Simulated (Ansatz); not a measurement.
Runs of Ansatz 0.2.0 on LiTiB4. The structure is hexagonal, space group P6/mmm (No. 191). The conventional cell has a = 3.021 Å, b = 3.021 Å, c = 6.761 Å, α = 90.00°, β = 90.00°, γ = 120.00°. Li (site symmetry 6/mmm) has 12 B at 2.51 Å as nearest neighbours. Ti (site symmetry 6/mmm) is surrounded by 12 B at 2.35 Å. Around B (site symmetry 3m) lie 3 B at 1.74 Å. The cell was built by a generator and needn't be a form met in nature.

| level | gap on the mesh (eV) | pressure (GPa) | relaxed volume (Å³/atom) |
| --- | --- | --- | --- |
| BLYP | none | 0.0 | (a) |
| revPBE | none | 0.0 | (b) |
| PBEsol | none | 0.0 | 8.70 |
| LDA | none | 0.0 | 8.44 |
| RPBE | none | 0.0 | 9.09 |
| PBE | none | 0.0 | 8.88 |

Alike in all rows: task relaxation of cell and atoms; potentials or basis Ansatz PAW; no spin polarisation; cell relaxed; k mesh 7 × 7 × 3; cutoff (eV) 420; smearing fermi-dirac 0.05 eV.

Estimate the missing entries.

(a) 9.12; (b) 9.05.

Caveats: the plane-wave basis is chosen anew once the cell has moved, so the energies of steps on either side of that aren't comparable; the PAW data sets come from PBE, with cores solved anew for the run's functional, which leaves a small shift of forces and pressure (some runs); the potentials were made for another functional, which shifts forces and pressure (some runs).

A k mesh can miss the band edges.

A gap of «none» marks a metal or a gap under the smearing width.

Not every run made on this cell is shown here.
